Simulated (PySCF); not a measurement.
# Cu2 (Cu2): the cost of one run

Computed with PySCF 2.14.0 and routines of our own; the level stands in each step. Atoms count from 0.

## Step 1: The system as given

2 atoms, charge 0, multiplicity 1; geometry from: GFN2-xTB.

## Step 2: Optimising the geometry at B3LYP/def2-TZVP

The job: settings as JSON, then the geometry in Å.

```
{"job": {"xc": "B3LYP", "basis": "def2-TZVP", "grid": 1, "kind": "geom"}, "charge": 0, "multiplicity": 1}
Cu     1.114160    -0.002805    -0.002945
Cu    -1.111403     0.004074    -0.011203
```

Launch:

```
OMP_NUM_THREADS=1 python excited_run.py task.json out
```

One launch serves the whole session: the jobs run in the order shown.

Q: Estimate the wall time and peak memory of this first job on 1 thread of Arm Neoverse V1, shared host.

About 8 s, with a peak of 0.46 GiB.
